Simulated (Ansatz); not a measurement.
# ScTaN (P-3m1) in Ansatz: band structure with PBEsol

Aim: the band structure of ScTaN with PBEsol.

Everything below comes from runs of Ansatz 0.2.0. Logs are shortened: lines on timing, memory, paths and dates and some standing lists are left out, and cuts for length are marked.

## 1. Starting point

The structure is trigonal, space group P-3m1 (No. 164). The conventional cell has a = 3.085 Å, b = 3.085 Å, c = 10.340 Å, α = 90.00°, β = 90.00°, γ = 120.00°. Ta (site symmetry 3m) has 3 N at 2.20 Å as nearest neighbours. Around Sc (site symmetry -3m) lie 6 Sc at 3.09 Å and 6 Ta at 3.10 Å. Sc (site symmetry -3m) is surrounded by 6 N at 2.23 Å. N (site symmetry 3m) is surrounded by 3 Ta at 2.20 Å and 3 Sc at 2.23 Å.

The cell comes from a database or a generator and needn't be the stable form of this composition.

## 2. Band structure, PBEsol

Input file input.yaml:

```yaml
crystal:
  lattice:
    - [3.0850655424, 0.0, 0.0]
    - [-1.5425327712, 2.6717451321, 0.0]
    - [0.0, 0.0, 10.340136]
  atoms:
    - { symbol: Ta, position: [0.3333333333, 0.6666666667, 0.245631] }
    - { symbol: Ta, position: [0.6666666667, 0.3333333333, 0.754369] }
    - { symbol: Sc, position: [0.0, 0.0, 0.0] }
    - { symbol: Sc, position: [0.0, 0.0, 0.5] }
    - { symbol: "N", position: [0.3333333333, 0.6666666667, 0.629841] }
    - { symbol: "N", position: [0.6666666667, 0.3333333333, 0.370159] }
hamiltonian:
  xc: pbesol
  pseudopotentials: { kind: paw }
kpoints:
  mp_grid: { grid: [10, 10, 3] }
  band_path:
    path:
      - [[0.0, 0.0, 0.0], [0.5, 0.0, 0.0], [0.3333333333, 0.3333333333, 0.0], [0.0, 0.0, 0.0], [0.0, 0.0, 0.5], [0.5, 0.0, 0.5], [0.3333333333, 0.3333333333, 0.5], [0.0, 0.0, 0.5]]
      - [[0.5, 0.0, 0.5], [0.5, 0.0, 0.0]]
      - [[0.3333333333, 0.3333333333, 0.0], [0.3333333333, 0.3333333333, 0.5]]
    npoints: 14
scf:
  occupations: { method: fermi_dirac, width: 0.05 }
  n_extra_bands: 15
output:
  forces: true
  stress: true
  eigenvalues: true
  fatbands: true
  write_density: true
  write_potential: true
  elf: true
  volumetric_format: npy
```

Potentials or basis: Ansatz PAW.

Run with:

```sh
> ansatz run input.yaml --threads 2 --pin off --max-ram 5632MiB --backend cpu --events-out ev --progress --plain --runs-dir out
```

The program printed:

```text
Warning: RAYON_NUM_THREADS=2 ignored (pool sized by the plan → 2); use --threads N
scf.n_extra_bands = 15 over 29 filled bands (N_el = 58.0): the run solves 44 bands
Engine: ansatz 0.2.0, aarch64-unknown-linux-gnu
Pseudopotentials: kind: paw
Pseudopotential: Ta, paw, valence charge 13, recommended cutoff 420 eV (normal), Ta.paw.azcp
Pseudopotential: Sc, paw, valence charge 11, recommended cutoff 420 eV (normal), Sc.paw.azcp
Pseudopotential: N, paw, valence charge 5, recommended cutoff 420 eV (normal), N.paw.azcp
Functional definition: PBEsol
  exchange = pbesol_x
  correlation = pbesol_c
Crystal: 6 atoms, lattice volume = 85.229 Å³
Basis set: ecut = 420 eV, 1631 PW (Γ), exchange–correlation on 48×48×144 points (8 copies of the dense FFT grid, shifted against one another)
Bands: 44, of which v1, the nominal top of the filled ones, is band 29 counted from 1 (28 counted from 0)
Symmetry: 12 space group operations
Space group: P-3m1 (ITA 164), of the structure as read, at distance tolerance 4.4e-5 Å
k-points: 36 of 300
Non-local potential: Ta, projectors of the file, l = 0: 3, l = 1: 2, l = 2: 2, l = 3: 1
Non-local potential: Sc, projectors of the file, l = 0: 3, l = 1: 2, l = 2: 3, l = 3: 1
Non-local potential: N, projectors of the file, l = 0: 2, l = 1: 2, l = 2: 1
PAW form: soft (Blöchl's): semilocal exchange-correlation on the pseudo side does not see the compensation charge
PAW frozen core: Ta, regenerated for the run's functional, and the local potential with it (the file was generated under x = pbe(κ = 0.804, μ = 0.2195149727645171), c = pbe(β = 0.06672455060314922))
PAW frozen core: Sc, regenerated for the run's functional, and the local potential with it (the file was generated under x = pbe(κ = 0.804, μ = 0.2195149727645171), c = pbe(β = 0.06672455060314922))
PAW frozen core: N, regenerated for the run's functional, and the local potential with it (the file was generated under x = pbe(κ = 0.804, μ = 0.2195149727645171), c = pbe(β = 0.06672455060314922))
PAW one-centre angular grid: Ta, 590 points (default); XC on 64 Gauss nodes
PAW one-centre angular grid: Sc, 590 points (default); XC on 64 Gauss nodes
PAW one-centre angular grid: N, 110 points (default); XC on 64 Gauss nodes
Initial density: superposition of atomic densities (neutral atoms: chi_scale 0, normalization atom), corrected by the library's trained network
Initial wavefunctions: pseudopotential atomic-orbital guess
Functional: x = pbesol(κ = 0.804, μ = 0.12345679012345678), c = pbesol(β = 0.046)
SCF iter   1: F=—  HF=-24599.575225 eV  |F-HF|=—  |Δ(HF+E_count)|=         —  Δρ=1.22e-2  dr2=6.39e-1  ethr=1.77e-3  ⟨swp⟩=5.0  Hψ=5964  notcnv=0  defer=74
preconditioner: auto → Kerker (q_TF=auto, 2.559 Å⁻¹)  [metal: Δε(μ)=0.052 eV  Ē_g=8.499 eV  σ=0.050 eV  W_gap=0.25  n_scr=26 (ndim 8)  ℏωp=20.5 eV  f_vac=0.000  D(μ)=3.25/eV (n_scr^D=26)]
SCF iter   2: F=—  HF=-24599.542481 eV  |F-HF|=—  |Δ(HF+E_count)|=   3.27e-2  Δρ=6.24e-3  dr2=2.74e-1  ethr=1.10e-3  ⟨swp⟩=1.8  Hψ=1938  notcnv=0  defer=165
SCF iter   3: F=—  HF=-24599.521734 eV  |F-HF|=—  |Δ(HF+E_count)|=   2.07e-2  Δρ=1.17e-3  dr2=1.53e-2  ethr=4.73e-4  ⟨swp⟩=2.0  Hψ=1626  notcnv=0  defer=219
SCF iter   4: F=—  HF=-24599.520165 eV  |F-HF|=—  |Δ(HF+E_count)|=   1.57e-3  Δρ=4.22e-4  dr2=2.91e-4  ethr=2.63e-5  ⟨swp⟩=1.5  Hψ=1386  notcnv=0  defer=232
SCF iter   5: F=—  HF=-24599.520148 eV  |F-HF|=—  |Δ(HF+E_count)|=   1.79e-5  Δρ=1.68e-4  dr2=2.38e-5  ethr=5.02e-7  ⟨swp⟩=2.0  Hψ=1800  notcnv=0  defer=232
SCF iter   6: F=—  HF=-24599.520081 eV  |F-HF|=—  |Δ(HF+E_count)|=   6.63e-5  Δρ=2.77e-5  dr2=1.18e-6  ethr=4.11e-8  ⟨swp⟩=2.0  Hψ=1917  notcnv=0  defer=234
SCF iter   7: F=-24599.520081 eV  HF=-24599.520081 eV  |F-HF|=3.26e-8  |Δ(HF+E_count)|=   2.07e-7  Δρ=6.94e-6  dr2=5.60e-8  ethr=1.72e-10  ⟨swp⟩=13.7  Hψ=10070  notcnv=0
SCF 1 converged in 7 iterations: F = -24599.520081 eV  dr2 = 5.60e-8
NSCF: frozen V_eff on 129 k-points
SCF converged after 7 iterations
Free energy (F): -24599.520081 eV
Harris-Foulkes:  -24599.520081 eV  (|F-HF|=3.26e-8)
Internal energy: -24599.493058 eV  (E = F + TS)
E sigma→0 (E₀):  -24599.506569 eV
Entropy (-TS):   -0.027023 eV (-4.504 meV/atom)
Fermi energy:    15.331918 eV
--- Per-component energies (eV) ---
  E_band       = -458.469849
  E_kinetic    = 1517.416454
  E_local      = -3237.452313  (includes V_loc(G=0)·N_el)
  E_nonlocal   = 289.108276
  E_hartree    = 1145.850470
  E_xc         = -762.365558
  E_vxc        = -820.382578  (∫ρ·V_xc dr)
  E_paw        = -18652.674009  (= ΣΔE_a)
  E_vpaw       = -498.868689  (= ΣTr[D̂ρ^β])
  E_aug_tail   = 0.000452  (compensation charges beyond the density's cutoff)
  E_ewald      = -4900.118370
  E_core_change = 0.741541  (= ΣΔE_core)
  E_smearing   = -0.027023  (= −TS)
  E_closure    = -0.000000  (closes the sum)
  Σ components = -24599.520081   (vs F -24599.520081, Δ=0.00e0)
--- Forces (eV/Å), atoms counted from 1 ---
  atom   1  Ta    -0.00000000    -0.00000000     0.33006594
  atom   2  Ta     0.00000000     0.00000000    -0.33006594
  atom   3  Sc    -0.00000000     0.00000000     0.00000000
  atom   4  Sc     0.00000000     0.00000000     0.00000000
  atom   5  N      0.00000000     0.00000000     0.11365549
  atom   6  N     -0.00000000    -0.00000000    -0.11365549
  max |Σ_I F_I| component: 9.25e-18 eV/Å
--- Stress (GPa, compression-positive) ---
       -6.464210       0.000000       0.000000
        0.000000      -6.464210       0.000000
        0.000000       0.000000      -6.975162
  P = ⅓ Tr σ = -6.6345 GPa (-66.345 kbar)
--- Band table (eV; the first three rows and the last of 36) ---
  k-point 0: bands = ["-52.7173", "-52.7173", "-33.6442", "-33.2511", "-19.3202", "-19.3073", "-18.9306", "-18.9306", "-18.9305", "-18.9305", "-12.5858", "-12.1340", "-12.1340", "-11.9360", "-11.7502", "-11.7502", "-0.6215", "0.2527", "7.9526", "9.5123", "10.9218", "10.9272", "10.9272", "11.7301", "11.7301", "14.0109", "14.0565", "15.9071", "15.9071", "16.0740", "16.1215", "16.7277", "16.7277", "17.0794", "17.0794", "17.7341", "17.7341", "17.8999", "18.5991", "18.5991", "19.2795", "19.2795", "19.2861", "19.2861"]
  k-point 1: bands = ["-52.7173", "-52.7173", "-33.6442", "-33.2511", "-19.3171", "-19.3105", "-18.9306", "-18.9306", "-18.9305", "-18.9305", "-12.5854", "-12.1340", "-12.1340", "-11.9364", "-11.7503", "-11.7503", "-0.6178", "0.2478", "8.0219", "9.2957", "10.9300", "10.9300", "11.1986", "11.7241", "11.7241", "13.4000", "14.7612", "15.4861", "15.9594", "15.9594", "16.5519", "16.5519", "16.5596", "17.3592", "17.3592", "17.7436", "17.7436", "17.7650", "18.4299", "18.4299", "18.6681", "18.6681", "20.0895", "20.0895"]
  k-point 2: bands = ["-52.7136", "-52.7136", "-33.6353", "-33.2433", "-19.3093", "-19.2979", "-18.9914", "-18.9910", "-18.9443", "-18.9442", "-12.5690", "-12.2025", "-12.1477", "-11.9280", "-11.8030", "-11.7621", "-0.4951", "0.2830", "8.2100", "9.5523", "10.6777", "10.8821", "10.9615", "11.6478", "11.7007", "13.9112", "14.2236", "15.0738", "15.9603", "16.1153", "16.2690", "16.3974", "16.5781", "17.3497", "17.5125", "17.9788", "18.0735", "18.1603", "18.4207", "18.5408", "18.7298", "18.9116", "19.6828", "19.9021"]
  k-point 35: bands = ["-52.6741", "-52.6741", "-33.5395", "-33.1596", "-19.4153", "-19.4145", "-19.2909", "-19.2900", "-19.1866", "-19.1864", "-12.6593", "-12.5266", "-12.3890", "-12.1672", "-12.0652", "-11.8438", "0.5811", "0.6708", "9.0527", "9.6892", "9.8688", "10.0549", "10.5788", "10.6536", "13.7373", "13.9050", "14.0262", "14.3872", "14.9970", "15.2602", "17.0842", "17.4077", "17.6778", "17.9954", "18.3371", "18.5698", "18.9599", "19.3651", "19.6609", "20.1756", "20.2743", "20.5142", "21.4117", "21.7092"]
```

Wall time 16 s (2 threads of Arm Neoverse V1, shared host); peak memory 0.53 GiB.

What came out:

```yaml
Free_energy: -24599.5201 eV
Pressure: -6.6 GPa
Largest_force: 0.330 eV/Å
Band_gap_on_the_k_mesh: none (metal or under the smearing width)
```

Forces on the atoms (eV/Å):
```
Ta   0.000  0.000  0.330
Ta   0.000  0.000 -0.330
Sc   0.000  0.000  0.000
Sc   0.000  0.000  0.000
N    0.000  0.000  0.114
N    0.000  0.000 -0.114
```

Stress tensor (GPa, compression positive):
```
-6.46  0.00  0.00
 0.00 -6.46  0.00
 0.00  0.00 -6.98
```

Levels at the corners of the path, in eV from the Fermi level:
```
point  band 25  band 26  band 27  band 28  band 29  band 30  band 31  band 32  band 33  band 34
    Γ    -3.60    -1.32    -1.28     0.58     0.58     0.74     0.79     1.40     1.40     1.75
    M    -2.65    -1.79    -1.17    -0.86    -0.40     0.41     0.51     2.02     2.34     3.66
    K    -1.56    -1.37    -1.37    -0.86    -0.19    -0.19     2.06     2.12     2.12     2.94
    Γ    -3.60    -1.32    -1.28     0.58     0.58     0.74     0.79     1.40     1.40     1.75
    A    -3.61    -2.05    -0.31    -0.10     0.65     0.65     1.17     1.17     1.31     2.23
    L    -2.47    -2.10    -1.12    -0.62    -0.61     0.43     0.74     2.09     2.24     3.05
    H    -1.52    -1.37    -1.37    -0.91    -0.18    -0.18     2.14     2.14     2.39     2.63
    A    -3.61    -2.05    -0.31    -0.10     0.65     0.65     1.17     1.17     1.31     2.23
    L    -2.47    -2.10    -1.12    -0.62    -0.61     0.43     0.74     2.09     2.24     3.05
    M    -2.65    -1.79    -1.17    -0.86    -0.40     0.41     0.51     2.02     2.34     3.66
    K    -1.56    -1.37    -1.37    -0.86    -0.19    -0.19     2.06     2.12     2.12     2.94
    H    -1.52    -1.37    -1.37    -0.91    -0.18    -0.18     2.14     2.14     2.39     2.63
```

Caveat: spin-orbit coupling is left out, which moves the levels of the heavy elements; the PAW data sets come from PBE, with cores solved anew for the run's functional, which leaves a small shift of forces and pressure.

## 3. For comparison

An earlier run on the cell as given: functional PBEsol; potentials or basis Ansatz PAW; cutoff 420 eV (not typed: the program's choice for these potentials); k mesh 10 × 10 × 3; occupations fermi-dirac, width 0.05 eV; no spin polarisation.

- Pressure: -6.6 GPa
- Largest force: 0.330 eV/Å
- Band gap on the k mesh: none (metal or under the smearing width)
